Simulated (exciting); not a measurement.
A run of exciting (release sodium) is set up as follows.

input.xml

```xml
<input>
  <title>MnZn</title>
  <structure speciespath="./" tshift="false">
    <crystal scale="1">
      <basevect>5.801459202601 0.000000000000 0.000000000000</basevect>
      <basevect>0.000000000000 5.801459202601 0.000000000000</basevect>
      <basevect>0.000000000000 0.000000000000 5.801459202601</basevect>
    </crystal>
    <species speciesfile="Zn.xml" rmt="2">
      <atom coord="0.500000000000 0.500000000000 0.500000000000" bfcmt="0 0 0"/>
    </species>
    <species speciesfile="Mn.xml" rmt="2">
      <atom coord="0.000000000000 0.000000000000 0.000000000000" bfcmt="0 0 -8"/>
    </species>
  </structure>
  <groundstate do="fromscratch" ngridk="9 9 9" rgkmax="9" gmaxvr="14" lmaxapw="10" lmaxmat="10" lmaxvr="8" xctype="GGA_PBE_SOL" stype="Fermi Dirac" swidth="0.00183747" nempty="24" ValenceRelativity="iora*" epsengy="1e-05" epspot="1e-05" maxscl="90" tforce="true" outputlevel="normal">
    <spin reducebf="0.5"/>
  </groundstate>
  <properties>
    <chargedensityplot>
      <plot3d>
        <box grid="16 16 16">
          <origin coord="0 0 0"/>
          <point coord="1 0 0"/>
          <point coord="0 1 0"/>
          <point coord="0 0 1"/>
        </box>
      </plot3d>
    </chargedensityplot>
    <elfplot>
      <plot3d>
        <box grid="16 16 16">
          <origin coord="0 0 0"/>
          <point coord="1 0 0"/>
          <point coord="0 1 0"/>
          <point coord="0 0 1"/>
        </box>
      </plot3d>
    </elfplot>
    <exccplot>
      <plot3d>
        <box grid="16 16 16">
          <origin coord="0 0 0"/>
          <point coord="1 0 0"/>
          <point coord="0 1 0"/>
          <point coord="0 0 1"/>
        </box>
      </plot3d>
    </exccplot>
  </properties>
</input>
```

Potentials or basis: all-electron LAPW+lo, shipped species files, valence relativity iora*.

Launch:

```bash
$ OMP_NUM_THREADS=1 exciting_smp
```

**Question.** What does it give for the band gap on the k mesh?

**Answer.** None (metal or under the smearing width).

**Question.** What does it give for the site moments?

**Answer.** Zn -0.04; Mn +3.11 μB.
